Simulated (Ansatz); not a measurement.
# HPbNO4 (P2_1) in Ansatz: relaxation of cell and atoms with PBE+D3(BJ)-ATM

Aim: the relaxation of cell and atoms of HPbNO4 with PBE+D3(BJ)-ATM.

Everything below comes from runs of Ansatz 0.2.0. Logs are shortened: lines on timing, memory, paths and dates and some standing lists are left out, and cuts for length are marked.

## (1) The structure

Symmetry: P2_1, No. 4, monoclinic system. The conventional cell has a = 6.435 Å, b = 4.111 Å, c = 8.338 Å, α = 90.00°, β = 112.11°, γ = 90.00°. H (site symmetry 1) has 1 O at 0.99 Å as nearest neighbours. Pb (site symmetry 1) is surrounded by 4 O at 2.40 to 2.69 Å. N (site symmetry 1) is surrounded by 3 O at 1.25 to 1.29 Å. O (site symmetry 1) has 1 H at 0.99 Å as nearest neighbours. Around O (site symmetry 1) lie 1 N at 1.25 Å. O (site symmetry 1) has 1 N at 1.26 Å as nearest neighbours. O (site symmetry 1) is surrounded by 1 N at 1.29 Å.

The cell was built by a generator and needn't be a form met in nature.

## (2) Relaxation of cell and atoms, PBE+D3(BJ)-ATM

The input, input.yaml:

```yaml
crystal:
  lattice:
    - [6.43453, 0.0, 0.00872]
    - [0.0, 4.11089, 0.0]
    - [-3.14884, 0.0, 7.72026]
  atoms:
    - { symbol: H, position: [0.29356, 0.09662, 0.51195] }
    - { symbol: H, position: [0.70644, 0.59662, 0.48805] }
    - { symbol: Pb, position: [0.98504, 0.60505, 0.29264] }
    - { symbol: Pb, position: [0.01496, 0.10504, 0.70736] }
    - { symbol: "N", position: [0.5923, 0.36587, 0.7929] }
    - { symbol: "N", position: [0.4077, 0.86587, 0.2071] }
    - { symbol: O, position: [0.12824, 0.09198, 0.45672] }
    - { symbol: O, position: [0.41419, 0.4619, 0.80564] }
    - { symbol: O, position: [0.78042, 0.46544, 0.89401] }
    - { symbol: O, position: [0.58396, 0.16262, 0.67325] }
    - { symbol: O, position: [0.87176, 0.59198, 0.54328] }
    - { symbol: O, position: [0.58581, 0.9619, 0.19436] }
    - { symbol: O, position: [0.21958, 0.96544, 0.10599] }
    - { symbol: O, position: [0.41604, 0.66262, 0.32675] }
hamiltonian:
  xc: pbe
  pseudopotentials: { kind: paw }
  dispersion: d3bjatm
kpoints:
  mp_grid: { grid: [4, 5, 3] }
scf:
  occupations: { method: fermi_dirac, width: 0.05 }
output:
  forces: true
  stress: true
  eigenvalues: true
  write_density: true
  write_potential: true
  elf: true
  volumetric_format: npy
relax:
  f_tol: 0.01
  max_steps: 40
  cell: { stress_tol: 0.05 }
```

Potentials or basis: Ansatz PAW.

Run with:

```sh
$ ansatz run input.yaml --threads 8 --pin off --max-ram 20480MiB --backend cpu --events-out ev --progress --plain --runs-dir out
```

Output:

```text
Warning: the atoms were moved onto the symmetric positions of the space group found under crystal.symmetry.tolerance 1.0e-5 (fractional; no operation is sought that the atoms, as they stand in a round, miss by more than twice it, and no atom is moved by as much as it), and the run uses the moved positions. Before a round's move an operation carried an atom to 4.11e-5 Å from where it should land, the largest such distance. Atom 2 (counting from 0) moved farthest, by 2.06e-5 Å; the longest move in fractions of the cell, of whichever atom, is 0.50 of the tolerance, in 1 round. To run the atoms as typed, lower crystal.symmetry.tolerance until the operations that they miss are no longer found, or set crystal.symmetry.detect: false (a key that needs symmetry detection or time reversal refuses this as the deck is read). The positions used, in the order of the run's atom list: position: [0.29356, 0.09662, 0.51195]; position: [0.70644, 0.59662, 0.48805]; position: [0.98504, 0.6050449999999999, 0.29264]; position: [0.01496, 0.10504499999999992, 0.70736]; position: [0.5923, 0.36587, 0.7929]; position: [0.4077, 0.86587, 0.2071]; position: [0.12824, 0.09198, 0.45672]; position: [0.41419, 0.4619, 0.80564]; position: [0.78042, 0.46544, 0.89401]; position: [0.58396, 0.16262, 0.67325]; position: [0.87176, 0.59198, 0.54328]; position: [0.58581, 0.9619, 0.19436]; position: [0.21958, 0.96544, 0.10599]; position: [0.41604, 0.66262, 0.32675];
Warning: RAYON_NUM_THREADS=8 ignored (pool sized by the plan → 8); use --threads N
Engine: ansatz 0.2.0, aarch64-unknown-linux-gnu
Pseudopotentials: kind: paw
Pseudopotential: H, paw, valence charge 1, recommended cutoff 420 eV (normal), H.paw.azcp
Pseudopotential: Pb, paw, valence charge 14, recommended cutoff 420 eV (normal), Pb.paw.azcp
Pseudopotential: N, paw, valence charge 5, recommended cutoff 420 eV (normal), N.paw.azcp
Pseudopotential: O, paw, valence charge 6, recommended cutoff 420 eV (normal), O.paw.azcp
Functional definition: PBE
  parameter kappa = 0.804
  parameter beta = 0.06672455060314922
  exchange = pbe_x(kappa = kappa, mu = beta*pi^2/3)
  correlation = pbe_c(beta = beta)
Crystal: 14 atoms, lattice volume = 204.326 Å³
Basis set: ecut = 420 eV, 4005 PW (Γ), exchange–correlation on 90×60×120 points (8 copies of the dense FFT grid, shifted against one another)
Bands: 58, of which v1, the nominal top of the filled ones, is band 44 counted from 1 (43 counted from 0)
Symmetry: 2 space group operations
Space group: P21 (ITA 4), of the structure as read, at distance tolerance 5.9e-5 Å
k-points: 21 of 60 (time reversal used)
Non-local potential: H, projectors of the file, l = 0: 2, l = 1: 1
Non-local potential: Pb, projectors of the file, l = 0: 2, l = 1: 2, l = 2: 2, l = 3: 2
Non-local potential: N, projectors of the file, l = 0: 2, l = 1: 2, l = 2: 1
Non-local potential: O, projectors of the file, l = 0: 2, l = 1: 2, l = 2: 1
PAW form: soft (Blöchl's): semilocal exchange-correlation on the pseudo side does not see the compensation charge
PAW one-centre angular grid: H, 110 points (default); XC on 64 Gauss nodes
PAW one-centre angular grid: Pb, 590 points (default); XC on 64 Gauss nodes
PAW one-centre angular grid: N, 110 points (default); XC on 64 Gauss nodes
PAW one-centre angular grid: O, 110 points (default); XC on 64 Gauss nodes
Initial density: superposition of atomic densities (neutral atoms: chi_scale 0, normalization atom), corrected by the library's trained network
Initial wavefunctions: pseudopotential atomic-orbital guess
Functional: x = pbe(κ = 0.804, μ = 0.2195149727645171), c = pbe(β = 0.06672455060314922)
SCF iter   1: F=—  HF=-29144.689598 eV  |F-HF|=—  |Δ(HF+E_count)|=         —  Δρ=3.27e-3  dr2=2.44e-2  ethr=1.77e-3  ⟨swp⟩=6.1  Hψ=5315  notcnv=0  defer=45
preconditioner: auto → Resta (q_TF=auto, 2.371 Å⁻¹)  ε∞=3.2  [insulator: Δε(μ)=3.378 eV  Ē_g=16.515 eV  σ=0.050 eV  W_gap=1.00  n_scr=48 (ndim 8)  ℏωp=24.4 eV  f_vac=0.183  D(μ)=0.00/eV (n_scr^D=0)  ε∞_Penn≈3.2]
SCF iter   2: F=—  HF=-29144.684892 eV  |F-HF|=—  |Δ(HF+E_count)|=   4.71e-3  Δρ=1.87e-3  dr2=5.02e-3  ethr=2.77e-5  ⟨swp⟩=2.0  Hψ=1953  notcnv=0  defer=118
SCF iter   3: F=—  HF=-29144.684529 eV  |F-HF|=—  |Δ(HF+E_count)|=   3.63e-4  Δρ=9.23e-4  dr2=1.94e-3  ethr=5.70e-6  ⟨swp⟩=2.0  Hψ=1977  notcnv=0  defer=118
SCF iter   4: F=—  HF=-29144.684498 eV  |F-HF|=—  |Δ(HF+E_count)|=   3.16e-5  Δρ=3.27e-4  dr2=2.48e-4  ethr=2.20e-6  ⟨swp⟩=2.0  Hψ=1547  notcnv=0  defer=118
SCF iter   5: F=—  HF=-29144.684497 eV  |F-HF|=—  |Δ(HF+E_count)|=   8.52e-7  Δρ=1.46e-4  dr2=3.46e-5  ethr=2.81e-7  ⟨swp⟩=2.0  Hψ=1976  notcnv=0  defer=118
SCF iter   6: F=—  HF=-29144.684470 eV  |F-HF|=—  |Δ(HF+E_count)|=   2.71e-5  Δρ=6.31e-5  dr2=5.48e-6  ethr=3.93e-8  ⟨swp⟩=2.0  Hψ=1895  notcnv=0  defer=118
SCF iter   7: F=—  HF=-29144.684473 eV  |F-HF|=—  |Δ(HF+E_count)|=   2.77e-6  Δρ=2.34e-5  dr2=1.05e-6  ethr=6.22e-9  ⟨swp⟩=2.0  Hψ=1937  notcnv=0  defer=118
SCF iter   8: F=—  HF=-29144.684473 eV  |F-HF|=—  |Δ(HF+E_count)|=   2.69e-7  Δρ=1.07e-5  dr2=2.41e-7  ethr=1.19e-9  ⟨swp⟩=2.0  Hψ=1937  notcnv=0  defer=118
SCF iter   9: F=-29144.684473 eV  HF=-29144.684473 eV  |F-HF|=2.70e-8  |Δ(HF+E_count)|=   7.86e-8  Δρ=2.94e-6  dr2=2.05e-8  ethr=1.14e-10  ⟨swp⟩=18.3  Hψ=9836  notcnv=0
[... 223 lines left out ...]
basis re-selected at this cell: Δ(F+E_penalty+E_count) = +4.724e-3 eV, ΔP = -0.036 GPa vs the last step (what re-selecting the basis moved, of the pressure what is left beyond the Pulay correction that the steps carried, after the strain that the cell walked since its last selection, with what the two solves' SCF thresholds leave and, on support functions, any second-order correction that the steps lacked; it is no measure of the basis error at this ecutwfc). This SCF's stress stands 3.89e-2 GPa from its target on what of the cell is left free (relax.cell.stress_tol is 5.00e-2 GPa) and its largest allowed force component is 2.24e-3 eV/Å (relax.f_tol is 1.00e-2 eV/Å): within both
SCF converged after 6 iterations
Free energy (F): -29144.720795 eV
Harris-Foulkes:  -29144.720795 eV  (|F-HF|=9.46e-11)
Internal energy: -29144.720795 eV  (E = F + TS)
E sigma→0 (E₀):  -29144.720795 eV
Fermi energy:    4.810208 eV
--- Per-component energies (eV) ---
  E_band       = -564.892783
  E_kinetic    = 2255.994299
  E_local      = -6990.723184  (includes V_loc(G=0)·N_el)
  E_nonlocal   = 1180.188958
  E_hartree    = 2577.241525
  E_xc         = -1161.819111
  E_vxc        = -1182.143091  (∫ρ·V_xc dr)
  E_paw        = -22324.025923  (= ΣΔE_a)
  E_vpaw       = -982.709844  (= ΣTr[D̂ρ^β])
  E_aug_tail   = 0.017235  (compensation charges beyond the density's cutoff)
  E_ewald      = -4680.133527
  E_disp       = -1.461068  (pairwise vdW)
  E_smearing   = -0.000000  (= −TS)
  E_closure    = 0.000000  (closes the sum)
  Σ components = -29144.720795   (vs F -29144.720795, Δ=0.00e0)
--- Forces (eV/Å), atoms counted from 1 ---
  atom   1  H      0.00034471    -0.00032093     0.00054489
  atom   2  H     -0.00034471    -0.00032093    -0.00054489
  atom   3  Pb     0.00060008    -0.00164567    -0.00224288
  atom   4  Pb    -0.00060008    -0.00164567     0.00224288
  atom   5  N     -0.00180808    -0.00193772    -0.00161369
  atom   6  N      0.00180808    -0.00193772     0.00161369
  atom   7  O     -0.00127506     0.00150730    -0.00001899
  atom   8  O      0.00039048     0.00130882     0.00108366
  atom   9  O      0.00011309     0.00037349     0.00002584
  atom  10  O      0.00128461     0.00071422     0.00073864
  atom  11  O      0.00127506     0.00150730     0.00001899
  atom  12  O     -0.00039048     0.00130882    -0.00108366
  atom  13  O     -0.00011309     0.00037349    -0.00002584
  atom  14  O     -0.00128461     0.00071422    -0.00073864
  max |Σ_I F_I| component: 9.81e-7 eV/Å
--- Stress (GPa, compression-positive) ---
       -0.028271       0.000000      -0.005329
        0.000000      -0.038910       0.000000
       -0.005327       0.000000      -0.032057
  P = ⅓ Tr σ = -0.0331 GPa (-0.331 kbar)
--- Band table (eV; the first three rows and the last of 21) ---
  k-point 0: bands = ["-22.2995", "-22.2828", "-16.9464", "-16.9363", "-16.6795", "-16.6314", "-14.7650", "-14.5131", "-11.9247", "-11.9113", "-11.9076", "-11.9035", "-11.8801", "-11.8684", "-11.8630", "-11.8612", "-11.8151", "-11.6203", "-6.5426", "-6.3275", "-4.6606", "-4.2665", "-4.2023", "-4.1482", "-3.9463", "-3.8957", "-3.0930", "-3.0261", "-1.2645", "-0.3024", "0.1201", "0.6408", "1.0039", "1.2320", "1.3133", "1.3984", "1.4702", "1.5583", "1.6020", "1.8390", "2.0000", "2.8684", "2.9470", "3.0413", "6.5354", "6.7429", "7.7745", "8.0446", "9.1578", "9.1764", "9.5418", "10.1839", "10.5025", "11.8432", "12.1594", "12.8388", "13.7235", "13.8277"]
  k-point 1: bands = ["-22.2960", "-22.2862", "-16.9475", "-16.9352", "-16.6713", "-16.6402", "-14.7636", "-14.5130", "-11.9262", "-11.9106", "-11.9072", "-11.9035", "-11.8788", "-11.8674", "-11.8642", "-11.8612", "-11.8156", "-11.6203", "-6.5854", "-6.3131", "-4.6254", "-4.2922", "-4.2459", "-4.1018", "-3.9288", "-3.8680", "-3.0525", "-2.9999", "-1.2987", "-0.5302", "0.1517", "0.6691", "0.9261", "1.1734", "1.2618", "1.4955", "1.5384", "1.6008", "1.7395", "1.8584", "2.0061", "2.7747", "2.8674", "3.1473", "6.6618", "6.7672", "7.7542", "7.9113", "8.6294", "9.2302", "9.8073", "10.4481", "10.6973", "11.6485", "12.4661", "12.7629", "13.5918", "13.7107"]
  k-point 2: bands = ["-22.2891", "-22.2756", "-16.9422", "-16.9340", "-16.6907", "-16.6521", "-14.7373", "-14.5349", "-11.9190", "-11.9161", "-11.9026", "-11.8887", "-11.8808", "-11.8727", "-11.8467", "-11.8451", "-11.7842", "-11.6055", "-6.4990", "-6.3042", "-4.5858", "-4.3465", "-4.2243", "-4.1931", "-3.9562", "-3.9433", "-3.1290", "-3.0106", "-1.6102", "-0.6622", "0.1296", "0.8256", "1.0159", "1.2116", "1.2365", "1.3742", "1.5639", "1.5702", "1.7767", "1.7983", "2.2634", "2.8118", "2.9556", "2.9966", "6.5698", "6.6439", "8.0953", "8.3736", "8.6795", "9.0905", "9.2067", "9.6580", "10.6823", "12.0305", "12.7169", "13.0558", "13.5229", "13.8092"]
  k-point 20: bands = ["-22.2684", "-22.2665", "-16.9365", "-16.9332", "-16.7015", "-16.6913", "-14.6729", "-14.5929", "-11.9155", "-11.9068", "-11.8996", "-11.8896", "-11.8840", "-11.8745", "-11.8211", "-11.8205", "-11.6908", "-11.6129", "-6.3079", "-6.2742", "-4.5322", "-4.5004", "-4.2914", "-4.2182", "-4.0584", "-3.9437", "-3.1204", "-3.0176", "-1.8217", "-1.6877", "0.5538", "0.7761", "1.0142", "1.1064", "1.3490", "1.4206", "1.6335", "1.6818", "1.8879", "1.9396", "2.4403", "2.5549", "3.0374", "3.0773", "6.4315", "6.5138", "7.8340", "8.0194", "8.7919", "9.0692", "9.6050", "9.8484", "11.5432", "12.1152", "12.4145", "12.7585", "13.2301", "13.6152"]
--- Relaxed structure (14 steps of the walk, 12 accepted, 2 SCFs on fresh bases) ---
  F+E_penalty+E_count = -29144.72079488 eV   max|allowed force component| = 2.243e-3 eV/Å   (the final SCF, on the basis selected at the relaxed cell)
  cell:  # Å, volume = 196.7697 Å³
    - [6.397481780847643, -1.3399566910317207e-18, 0.014754628454423001]
    - [-8.752901717707674e-19, 4.044628096621523, 1.4181915982657218e-17]
    - [-3.123302767954088, 2.7304118424172826e-17, 7.5972931824392145]
  atoms:
    - { symbol: H, position: [0.29862934023086507, 0.07961641385750866, 0.5162874375093062] }
    - { symbol: H, position: [0.7013706597691347, 0.5796164138575086, 0.48371256249069394] }
    - { symbol: Pb, position: [0.9828696198775582, 0.5814770956739963, 0.28646101499415855] }
    - { symbol: Pb, position: [0.017130380122441557, 0.08147709567399639, 0.7135389850058413] }
    - { symbol: N, position: [0.5872455703264621, 0.38128911318569797, 0.7940771388766175] }
    - { symbol: N, position: [0.41275442967353804, 0.8812891131856977, 0.20592286112338273] }
    - { symbol: O, position: [0.13240677326752126, 0.07100192747632508, 0.4590654392860575] }
    - { symbol: O, position: [0.4087385505309396, 0.4819237257323568, 0.8070441602480126] }
    - { symbol: O, position: [0.7767375285892094, 0.4920303463009499, 0.8918570984101115] }
    - { symbol: O, position: [0.5784878581877921, 0.1621363777731649, 0.6787213473013615] }
    - { symbol: O, position: [0.8675932267324789, 0.5710019274763249, 0.5409345607139426] }
    - { symbol: O, position: [0.5912614494690605, 0.9819237257323569, 0.19295583975198743] }
    - { symbol: O, position: [0.2232624714107905, 0.9920303463009493, 0.10814290158988867] }
    - { symbol: O, position: [0.421512141812208, 0.6621363777731649, 0.32127865269863864] }
```

It took 75 s on 8 threads of Arm Neoverse V1, shared host; peak memory 0.93 GiB.

Results:

| Quantity | Value |
| --- | --- |
| Free energy | -29144.7208 eV |
| Relaxed volume | 14.05 Å³/atom |
| Relaxed cell | a = 6.397 Å, b = 4.045 Å, c = 8.214 Å, α = 90.00°, β = 112.22°, γ = 90.00° |
| Space group after relaxing (to 0.05 Å) | P2_1 (No. 4) |
| Energy gained by relaxing | 2.6 meV/atom |
| Ionic steps | 14 |
| Pressure after relaxing | 0.0 GPa |
| Largest force after relaxing | 0.003 eV/Å |
| Band gap on the k mesh | 3.24 eV, indirect (least direct gap 3.32 eV) |

Forces in eV/Å, atoms in the order of the input:
```
H    0.000  0.000  0.001
H    0.000  0.000 -0.001
Pb   0.001 -0.002 -0.002
Pb  -0.001 -0.002  0.002
N   -0.002 -0.002 -0.002
N    0.002 -0.002  0.002
O   -0.001  0.002  0.000
O    0.000  0.001  0.001
O    0.000  0.000  0.000
O    0.001  0.001  0.001
O    0.001  0.002  0.000
O    0.000  0.001 -0.001
O    0.000  0.000  0.000
O   -0.001  0.001 -0.001
```

The path:
```csv
step,energy change (eV),largest force (eV/Å),volume (Å³)
1,0.0000,0.2397,204.33
2,-0.0454,0.2205,199.63
3,-0.0541,0.0615,198.25
4,-0.0553,0.0245,198.19
5,-0.0568,0.0166,197.89
6,-0.0570,0.0199,197.86
7,-0.0572,0.0159,197.84
8,-0.0570,0.0079,197.90
9,-0.0359,0.0097,197.90
10,-0.0426,0.0443,196.30
11,-0.0411,0.0816,196.69
12,-0.0400,0.0264,197.00
13,-0.0410,0.0032,196.77
14,-0.0363,0.0031,196.77
```

Final structure:
```yaml
crystal:
  lattice:
    - [6.39748, 0.00000, 0.01475]
    - [0.00000, 4.04463, 0.00000]
    - [-3.12330, 0.00000, 7.59729]
  atoms:
    - { symbol: H, position: [0.29863, 0.07962, 0.51629] }
    - { symbol: H, position: [0.70137, 0.57962, 0.48371] }
    - { symbol: Pb, position: [0.98287, 0.58148, 0.28646] }
    - { symbol: Pb, position: [0.01713, 0.08148, 0.71354] }
    - { symbol: N, position: [0.58725, 0.38129, 0.79408] }
    - { symbol: N, position: [0.41275, 0.88129, 0.20592] }
    - { symbol: O, position: [0.13241, 0.07100, 0.45907] }
    - { symbol: O, position: [0.40874, 0.48192, 0.80704] }
    - { symbol: O, position: [0.77674, 0.49203, 0.89186] }
    - { symbol: O, position: [0.57849, 0.16214, 0.67872] }
    - { symbol: O, position: [0.86759, 0.57100, 0.54093] }
    - { symbol: O, position: [0.59126, 0.98192, 0.19296] }
    - { symbol: O, position: [0.22326, 0.99203, 0.10814] }
    - { symbol: O, position: [0.42151, 0.66214, 0.32128] }
```

Levels at points of the mesh, in eV from the valence-band top:
```csv
k point,band 42,band 43,band 44,band 45,band 46,band 47
"(0.00, 0.00, 0.00)",-0.33,-0.25,-0.15,3.34,3.55,4.58
"(-0.50, 0.00, 0.00)",-0.61,-0.30,0.00,3.62,3.63,3.88
```

Caveat: odd divisions of the mesh miss points on the zone boundary, where band edges often lie, so the gap on the mesh can be too wide; the plane-wave basis is chosen anew once the cell has moved, so the energies of steps on either side of that aren't comparable; the pressure holds a Pulay correction of +0.6 GPa for the finite cutoff; spin-orbit coupling is left out, which as a rule narrows the gap of such compounds by several tenths of an eV.
